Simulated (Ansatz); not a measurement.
# C₂H₇AlOS: up Jacob's ladder to CCSD(T)

The task here is to estimate one member of a computed series from the others.

The runs use Ansatz 0.2.0, Gaussian basis; functionals in def2-TZVPP, the program's frozen cores in correlated methods.

The runs, in order: PBE-D4, r2SCAN-D4, PBE0-D4, B3LYP-D4, ωB97X-V, ωB97M-V, B2PLYP; CCSD(T)/def2-TZVPP; MP2/def2-QZVPP; extrapolation to the limit.

## The relaxed structure

The geometry comes from an earlier relaxation with PBE0-D4 in a triple-zeta def2 set; it is a stationary point, not always the lowest conformer.

12 atoms, charge 0, spin multiplicity 1.

Atoms are counted from 1 here; the program's logs count them from 0.

Bond lengths: C1–Al2 1.952 Å, C1–H6 1.095 Å, C1–H7 1.095 Å, C1–H8 1.094 Å, Al2–S3 2.274 Å, Al2–O5 2.022 Å, Al2–H9 1.588 Å, S3–C4 1.804 Å, C4–O5 1.469 Å, C4–H10 1.090 Å, C4–H11 1.089 Å, O5–H12 0.966 Å. Angles: Al2–C1–H6 111.6°, Al2–C1–H7 110.5°, Al2–C1–H8 112.9°, H6–C1–H7 106.6°, H6–C1–H8 108.2°, H7–C1–H8 106.8°, C1–Al2–S3 119.3°, C1–Al2–O5 108.7°, C1–Al2–H9 122.4°, S3–Al2–O5 75.6°, S3–Al2–H9 114.8°, O5–Al2–H9 102.3°, Al2–S3–C4 76.3°, S3–C4–O5 107.2°, S3–C4–H10 112.8°, S3–C4–H11 112.9°, O5–C4–H10 109.4°, O5–C4–H11 104.3° and more.

Set-up of the first run:

File in.yaml:

```yaml
crystal:
  periodic: [false, false, false]
  atoms:
    - {symbol: C, position_ang: [-1.670525, 1.057623, 0.715371]}
    - {symbol: Al, position_ang: [-0.293204, -0.324604, 0.744900]}
    - {symbol: S, position_ang: [1.896588, 0.288891, 0.765771]}
    - {symbol: C, position_ang: [1.745361, -0.705125, -0.731645]}
    - {symbol: O, position_ang: [0.337544, -0.649629, -1.148858]}
    - {symbol: H, position_ang: [-2.600795, 0.689843, 0.269694]}
    - {symbol: H, position_ang: [-1.916803, 1.374963, 1.734508]}
    - {symbol: H, position_ang: [-1.362359, 1.955215, 0.171139]}
    - {symbol: H, position_ang: [-0.577529, -1.798073, 1.264921]}
    - {symbol: H, position_ang: [2.377478, -0.345361, -1.543107]}
    - {symbol: H, position_ang: [1.932159, -1.764040, -0.557416]}
    - {symbol: H, position_ang: [0.209084, 0.165197, -1.651175]}
basis:
  gaussian: {orbitals: def2-TZVPP}
hamiltonian: {xc: pbe, dispersion: d4}
output: {forces: true, orbitals: {seedname: orbitals}}
```

Started as:

```console
> ansatz run in.yaml --threads 4 --pin off --events-out ev --progress --plain --max-ram 10444MiB
```

Steps of the session up to this table: PBE-D4 (GGA); r2SCAN-D4 (meta-GGA); PBE0-D4 (hybrid); B3LYP-D4 (hybrid); ωB97X-V (range-separated); ωB97M-V (range-separated); B2PLYP (double hybrid); CCSD(T) in def2-TZVPP; MP2 in def2-QZVPP.

One table of the session follows, with a row left open; its other results are not shown here.

```
            method  atomisation energy (kJ/mol)
            PBE-D4                       4303.9
         r2SCAN-D4                       4261.5
           PBE0-D4                       4240.1
          B3LYP-D4                       4224.5
           ωB97X-V                       4258.8
           ωB97M-V                       4264.6
            B2PLYP                       4183.1
     HF/def2-TZVPP                       3079.6
    MP2/def2-TZVPP                       4198.4
   CCSD/def2-TZVPP                            ?
CCSD(T)/def2-TZVPP                       4139.2
           MP2/CBS                       4311.3
       CCSD(T)/CBS                       4252.1
```

**Question.** Estimate the row for CCSD/def2-TZVPP.

The run gave: atomisation energy (kJ/mol): 4076.0. In the column «atomisation energy (kJ/mol)» it lies between HF/def2-TZVPP (3079.6) and CCSD(T)/def2-TZVPP (4139.2).
